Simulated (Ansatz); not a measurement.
# C2H2BCl (SMILES C#CBCl): single points off equilibrium

An exercise on one series of results from a longer session: the logs are not shown, and one member is left open.

Computed with Ansatz 0.2.0, Gaussian basis. Level: single points in def2-TZVPP.

Correlated methods freeze the cores.

### The starting structure

SMILES `C#CBCl`, 6 atoms, charge 0, spin multiplicity 1.

Atoms are counted from 1 here; the program's logs count them from 0.

Bond lengths: C1–C2 1.184 Å, C1–H5 1.026 Å, C2–B3 1.533 Å, B3–Cl4 1.717 Å, B3–H6 1.148 Å. Angles: C2–C1–H5 179.3°, C1–C2–B3 179.0°, C2–B3–Cl4 117.5°, C2–B3–H6 122.6°, Cl4–B3–H6 119.9°.

Geometry (Å):

```xyz
6
C2H2BCl
C     0.0691    1.2508   -1.0313
C     0.0478    0.3642   -0.2462
B     0.0467   -0.7887    0.7648
Cl   -1.0150   -2.1049    0.4654
H     0.0975    2.0238   -1.7049
H     0.7370   -0.8079    1.6816
```

The first run:

Input file run/in.yaml:

```yaml
crystal:
  periodic: [false, false, false]
  atoms:
    - {symbol: C, position_ang: [0.069100, 1.250800, -1.031300]}
    - {symbol: C, position_ang: [0.047800, 0.364200, -0.246200]}
    - {symbol: B, position_ang: [0.046700, -0.788700, 0.764800]}
    - {symbol: Cl, position_ang: [-1.015000, -2.104900, 0.465400]}
    - {symbol: H, position_ang: [0.097500, 2.023800, -1.704900]}
    - {symbol: H, position_ang: [0.737000, -0.807900, 1.681600]}
basis:
  gaussian: {orbitals: def2-TZVPP}
correlation: {method: ccsd_t}
output: {forces: true}
```

No record of the launch command was kept for these runs.

Among the steps run: CCSD(T)/def2-TZVPP; PBE0-D4/def2-TZVPP; wB97M-V/def2-TZVPP; r2SCAN-D4/def2-TZVPP; PBE-D4/def2-TZVPP; revPBE-D4/def2-TZVPP; wB97X-V/def2-TZVPP.

One of the session's tables, all rows but one given; the rest of the session is left out.

```
   method  RMS force component (eV/Å)  angle to CCSD(T) forces (°)  dipole (D)
  CCSD(T)                       1.199                    reference        1.07
  PBE0-D4                       0.995                         15.7        1.15
  wB97M-V                           ?                            ?           ?
r2SCAN-D4                       1.082                         11.0        1.18
   PBE-D4                       1.286                          6.0        1.10
revPBE-D4                       1.326                          4.2        1.10
  wB97X-V                       0.889                         19.9        1.15
```

Q: Estimate the row for wB97M-V from the others.

The run gave: RMS force component (eV/Å): 0.864; angle to CCSD(T) forces (°): 17.8; dipole (D): 1.10. In the column «RMS force component (eV/Å)» it is the lowest.
